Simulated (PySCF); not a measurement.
**Be2: basis, grid and Hamiltonian**

Aim: see how much the energy and properties of Be2 depend on the numerical set-up.

The runs use PySCF 2.14.0; each script names its method and basis.

**1. Starting geometry**

Be2: 2 atoms, charge 0, spin multiplicity 1.

No contacts short enough for the rule that draws bonds.

**2. The run that the others are compared with**

input.py reads:

```python
from pyscf import gto, scf, mcscf, mrpt

mol = gto.M(
    atom='Be 0 0 0; Be 0 0 2.208',
    basis='sto-3g',
    charge=0,
    spin=0,
    verbose=4,
)
mf = scf.RHF(mol)
mf.kernel()
mc = mcscf.CASSCF(mf, 4, 2)
mc.kernel()
mc.analyze()
mrpt.NEVPT(mc).kernel()
mf.dip_moment()
print('orbital energies (hartree):', mf.mo_energy[..., max(0, mol.nelec[1]-3):mol.nelec[0]+3].round(4))
```

Launch:

```bash
$ OMP_NUM_THREADS=1 python input.py
```

The log of this run is left out.

It gives: E(SCF) = -28.690168 Eh, 6 cycles, E(CAS) − E(SCF) = -0.05571 Eh, NEVPT2 = -0.03019 Eh, μ = 0.00 D (of the SCF density).

The bond length is a typed value, not an optimised one.

**3. Sbkjc (core potential on)**

Variant 1 changes basis set: sto-3g → sbkjc; core potential: off → on. The core potential changes with it: totals don't compare.

input.py reads:

```python
from pyscf import gto, scf, mcscf, mrpt

mol = gto.M(
    atom='Be 0 0 0; Be 0 0 2.208',
    basis='sbkjc',
    ecp={'Be': 'sbkjc'},
    charge=0,
    spin=0,
    verbose=4,
)
mf = scf.RHF(mol)
mf.kernel()
mc = mcscf.CASSCF(mf, 4, 2)
mc.kernel()
mc.analyze()
mrpt.NEVPT(mc).kernel()
mf.dip_moment()
print('orbital energies (hartree):', mf.mo_energy[..., max(0, mol.nelec[1]-3):mol.nelec[0]+3].round(4))
```

Launch:

```bash
$ OMP_NUM_THREADS=1 python input.py
```

**4. Spin-free X2C on**

Variant 2 changes spin-free X2C: off → on.

input.py, as its differences from that of step 2:

```diff
@@ -10,2 +10,3 @@
 mf = scf.RHF(mol)
+mf = mf.sfx2c1e()
 mf.kernel()
```

**5. Density fitting auto**

Variant 3 changes density fitting: none → auto.

input.py, as its differences from that of step 2:

```diff
@@ -10,2 +10,3 @@
 mf = scf.RHF(mol)
+mf = mf.density_fit()
 mf.kernel()
```

**6. Def2-tzvpp**

Variant 4 changes basis set: sto-3g → def2-tzvpp.

input.py, as its differences from that of step 2:

```diff
@@ -4,3 +4,3 @@
     atom='Be 0 0 0; Be 0 0 2.208',
-    basis='sto-3g',
+    basis='def2-tzvpp',
     charge=0,
```

**7. 6-311++g****

Variant 5 changes basis set: sto-3g → 6-311++g**.

input.py, as its differences from that of step 2:

```diff
@@ -4,3 +4,3 @@
     atom='Be 0 0 0; Be 0 0 2.208',
-    basis='sto-3g',
+    basis='6-311++g**',
     charge=0,
```

**8. Cartesian functions on**

Variant 6 changes Cartesian functions: off → on.

input.py, as its differences from that of step 2:

```diff
@@ -7,2 +7,3 @@
     spin=0,
+    cart=True,
     verbose=4,
```

What does the calculation give? Wanted: for each run, E(SCF); from base; gap; after the SCF.

As calculated:

| run | E(SCF) (hartree) | from base (eV) | cycles | gap (eV) | functions | after the SCF |
| --- | --- | --- | --- | --- | --- | --- |
| base | -28.690168 | 0 | 6 | 8.21 | 10 | NEVPT2 correlation -2.338 eV (from the SCF energy, the CASSCF gain included) |
| sbkjc (core potential on) | -1.896508 | not comparable | 6 | 6.59 | 16 | NEVPT2 correlation -2.013 eV (from the SCF energy, the CASSCF gain included) |
| spin-free X2C on | -28.693804 | -0.0990 | 6 | 8.22 | 10 | NEVPT2 correlation -2.336 eV (from the SCF energy, the CASSCF gain included) |
| density fitting auto | -28.690423 | -0.0070 | 6 | 8.21 | 10 | NEVPT2 correlation -2.338 eV (from the SCF energy, the CASSCF gain included) |
| def2-tzvpp | -29.123917 | -11.8029 | 7 | 6.57 | 38 | NEVPT2 correlation -3.868 eV (from the SCF energy, the CASSCF gain included) |
| 6-311++g** | -29.123151 | -11.7821 | 7 | 6.40 | 44 | NEVPT2 correlation -3.176 eV (from the SCF energy, the CASSCF gain included) |
| Cartesian functions on | -28.690168 | 0.0000 | 6 | 8.21 | 10 | NEVPT2 correlation -2.338 eV (from the SCF energy, the CASSCF gain included) |

In words: With Cartesian functions on the SCF ends at the base energy. The basis has no d shells, so the Cartesian switch can't act. Of the runs whose energies can be compared, “def2-tzvpp” moves the SCF energy most (-11.803 eV). Scalar relativity lowers the total energy by 0.10 eV, nearly all of it in the inner shells; a basis contracted without relativity catches only part of it. def2-tzvpp (38 functions) gives an energy 11.80 eV lower than sto-3g (10). 6-311++g** (44 functions) gives an energy 11.78 eV lower than sto-3g (10).
